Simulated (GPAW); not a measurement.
Mn2AlCu3:

```
Cu Mn Al
1.0
     2.41719    1.39557    3.96713
    -2.41719    1.39557    3.96713
     0.00000   -2.79113    3.96713
Cu Mn Al
3 2 1
Direct
  0.00000 0.50000 0.50000
  0.50000 0.50000 0.00000
  0.50000 0.00000 0.50000
  0.12602 0.12602 0.12602
  0.87398 0.87398 0.87398
  0.50000 0.50000 0.50000
```

The cell comes from a database or a generator and needn't be the stable form of this composition.

Base run:

```yaml
Program: GPAW 26.7.0
Functional: PBEsol
Potentials_or_basis: PAW data sets generated in the run's folder for this functional
Cutoff: 600 eV
Basis: pw
k_mesh: 5 × 5 × 5
Occupations: fermi-dirac, width 0.05 eV
Spin: collinear spin, ferromagnetic start
Starting_moments: "[0.6, 0.6, 0.6, 4.0, 4.0, 0.0] μB"
```

Its results: pressure -4.2 GPa; net moment 7.20 μB per cell; site moments Cu +0.04; Mn +3.45; Al -0.06 μB; largest force 0.006 eV/Å.

**Question.** The run is repeated on the same cell with these changes: functional from PBEsol to LDA; potentials or basis from PAW data sets generated in the run's folder for this functional to the program's PAW data sets (release 1.2.1) made for this functional. What comes out?

**Answer.** Pressure -10.4 GPa; net moment 7.00 μB per cell; site moments Cu +0.03; Mn +3.32; Al -0.05 μB; largest force 0.020 eV/Å.

Caveats: with this Cu data set, volumes or pressures lay over 1.5 % or 2 GPa off other programs in two to four cells of ten.
